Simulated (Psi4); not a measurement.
# MP2/def2-TZVP (Cholesky decomposition, core potential, density fitting for correlation, cholesky tolerance 1e-05, sweep point 7) run of InSiH5 (SMILES [SiH3][InH2])

What is the vertical electron affinity of InSiH5 at MP2/def2-TZVP (Cholesky decomposition, core potential, density fitting for correlation, cholesky tolerance 1e-05, sweep point 7)? 

The results are computed with Psi4 1.11.

2 further runs of the same task are left out: 2 set aside as unsound or not needed.

**1. Starting point**

InSiH5 has 7 atoms, charge 0, and is taken as a singlet. SMILES: `[SiH3][InH2]`. The coordinates come from a PBE0-D4/def2-TZVP relaxation.

Bond lengths: Si1–In2 2.575 Å, Si1–H3 1.488 Å, Si1–H4 1.491 Å, Si1–H5 1.491 Å, In2–H6 1.729 Å, In2–H7 1.730 Å. Angles: Si1–In2–H6 122.1°, Si1–In2–H7 119.9°, In2–Si1–H3 113.2°, In2–Si1–H4 110.5°, In2–Si1–H5 110.1°, H6–In2–H7 118.0°, H3–Si1–H4 107.8°, H3–Si1–H5 107.7°, H4–Si1–H5 107.3°.

**2. The energy at MP2/def2-TZVP (Cholesky decomposition, core potential, density fitting for correlation, cholesky tolerance 1e-05, sweep point 7)**

File input.in:

```
memory 1600 MB

molecule mol {
  Si    -0.667100    -0.641500    -0.642100
  In     0.830800     0.837600     0.840500
  H     -2.119900    -0.371100    -0.463600
  H     -0.432000    -2.083300    -0.345900
  H     -0.338000    -0.425500    -2.080000
  H      0.179100     2.062100     1.872000
  H      2.547100     0.621800     0.819100
  symmetry c1
}

set basis def2-TZVP
set puream true
set scf_type cd
set num_frozen_docc 9
set cholesky_tolerance 1e-05

energy("mp2")
```

The run is started by

```
$ psi4 -i input.in -o input.out -n 1
```

input.out, shortened:

```text
[...]
    !!!  WARNING: ECP capability is in beta. Please check occupations closely.  !!!
[...]
  Running in c1 symmetry.
[...]
  Nuclear repulsion =  103.451878183438424
[...]
  Multiplicity = 1
[...]
  Nalpha       = 20
  Nbeta        = 20
[...]
    Number of basis functions: 117
[...]
   @RHF iter   1:  -480.96353044857892   -1.30704e+00   3.07487e-03 DIIS/ADIIS
[...]
   @RHF iter  11:  -481.03159584595517   -5.57066e-12   3.52637e-09 DIIS
[...]
    Orbital Energies [Eh]
    ---------------------
    Doubly Occupied:
       1A    -68.765818     2A     -6.116881     3A     -5.384264
       4A     -4.222950     5A     -4.222805     6A     -4.222725
       7A     -3.645665     8A     -3.635722     9A     -3.635348
      10A     -1.033107    11A     -1.026186    12A     -1.025336
      13A     -1.021849    14A     -1.019080    15A     -0.711686
      16A     -0.543414    17A     -0.480527    18A     -0.479691
      19A     -0.403658    20A     -0.356089
[...]
  @RHF Final Energy:  -481.03159584595517
   => Energetics <=
    Nuclear Repulsion Energy =            103.4518781834384242
    One-Electron Energy =                -945.0613495062862057
    Two-Electron Energy =                 360.5778754768925864
    Total Energy =                       -481.0315958459551666
[...]
 Multipole Moments:
 ------------------------------------------------------------------------------------
     Multipole            Electronic (a.u.)      Nuclear  (a.u.)        Total (a.u.)
 ------------------------------------------------------------------------------------
 L = 1.  Multiply by 2.5417464519 to convert [e a0] to [Debye]
 Dipole X            :         24.1375281          -24.1494465           -0.0119184
 Dipole Y            :         24.0333855          -24.0119898            0.0213956
 Dipole Z            :         24.1009713          -24.0777811            0.0231902
 Magnitude           :                                                    0.0337284
[...]
```

Wall time 10 s (1 thread of Intel Xeon Platinum 8488C (Sapphire Rapids), shared host); peak memory 0.3 GiB.

**3. The doublet anion**

File h5insi.in:

```
memory 1600 mb

molecule {
  -1 2
  Si    -0.667100    -0.641500    -0.642100
  In     0.830800     0.837600     0.840500
  H     -2.119900    -0.371100    -0.463600
  H     -0.432000    -2.083300    -0.345900
  H     -0.338000    -0.425500    -2.080000
  H      0.179100     2.062100     1.872000
  H      2.547100     0.621800     0.819100
  units angstrom
  symmetry c1
}

set globals {
  reference          uhf
  puream             true
  scf_type           cd
  num_frozen_docc    9
  cholesky_tolerance 1e-05
  maxiter            150
}

e_tot, wfn = energy('mp2/def2-TZVP', return_wfn=True)
```

The run is started by

```
$ psi4 h5insi.in h5insi.out -n 1
```

h5insi.out, shortened:

```text
[...]
    !!!  WARNING: ECP capability is in beta. Please check occupations closely.  !!!
[...]
  Running in c1 symmetry.
[...]
  Nuclear repulsion =  103.451878183438424
[...]
  Multiplicity = 2
[...]
  Nalpha       = 21
  Nbeta        = 20
[...]
    Number of basis functions: 117
[...]
   @UHF iter   1:  -480.89302588472646   -1.23653e+00   3.87615e-03 DIIS/ADIIS
[...]
   @UHF iter  14:  -481.03250541615159   -2.91038e-11   9.16499e-09 DIIS
[...]
   @S^2 Observed:                7.661410292E-01
[...]
    Orbital Energies [Eh]
    ---------------------
    Alpha Occupied:
       1A    -68.605312     2A     -5.955218     3A     -5.171170
       4A     -4.061502     5A     -4.061315     6A     -4.060631
       7A     -3.429252     8A     -3.424181     9A     -3.423727
      10A     -0.814988    11A     -0.813332    12A     -0.811401
      13A     -0.810774    14A     -0.810361    15A     -0.552475
      16A     -0.365969    17A     -0.329389    18A     -0.328318
      19A     -0.212485    20A     -0.176186    21A     -0.015589
    Alpha Virtual:
      22A      0.213092    23A      0.228455    24A      0.260551
      25A      0.269915    26A      0.291177    27A      0.307336
[...]
  @UHF Final Energy:  -481.03250541615159
   => Energetics <=
    Nuclear Repulsion Energy =            103.4518781834384242
    One-Electron Energy =                -952.5397870625164387
    Two-Electron Energy =                 368.0554034629263924
    Total Energy =                       -481.0325054161515936
  UHF NO Occupations:
  HONO-2 :   19  A 1.9988699
  HONO-1 :   20  A 1.9943278
[...]
 Multipole Moments:
 ------------------------------------------------------------------------------------
     Multipole            Electronic (a.u.)      Nuclear  (a.u.)        Total (a.u.)
 ------------------------------------------------------------------------------------
 L = 1.  Multiply by 2.5417464519 to convert [e a0] to [Debye]
 Dipole X            :         23.9560754          -24.1494465           -0.1933711
 Dipole Y            :         23.8104138          -24.0119898           -0.2015760
 Dipole Z            :         23.8687512          -24.0777811           -0.2090299
 Magnitude           :                                                    0.3488822
[...]
```

Run time: 11 s. Hardware: 1 thread of Intel Xeon Platinum 8488C (Sapphire Rapids), shared host; peak memory 0.3 GiB.

**4. Summary of results**

Level: MP2/def2-TZVP (Cholesky decomposition, core potential, density fitting for correlation, cholesky tolerance 1e-05, sweep point 7), 9 core orbitals frozen.

| quantity | value |
| --- | --- |
| singlet InSiH5: total energy | -481.44132 Eh |
| singlet InSiH5: HOMO energy (Hartree–Fock orbitals) | -9.69 eV |
| singlet InSiH5: LUMO energy (Hartree–Fock orbitals) | 0.32 eV |
| singlet InSiH5: HOMO–LUMO gap (Hartree–Fock orbitals) | 10.01 eV |
| singlet InSiH5: correlation energy (9 core orbitals frozen) | -409.7 mEh |
| doublet anion: total energy | -481.46018 Eh |
| doublet anion: HOMO energy (Hartree–Fock orbitals) (highest over α and β) | -0.42 eV |
| doublet anion: LUMO energy (Hartree–Fock orbitals) (lowest over α and β) | 5.38 eV |
| doublet anion: correlation energy (9 core orbitals frozen) | -427.7 mEh |
| doublet anion: ⟨S²⟩ of the reference determinant | 0.766 |
| vertical electron affinity (to the doublet anion) | 0.513 eV |

What this shows: At fixed nuclei the extra electron is bound by 0.51 eV (49.5 kJ/mol). The basis has no diffuse functions, so the error can be as large as this value.
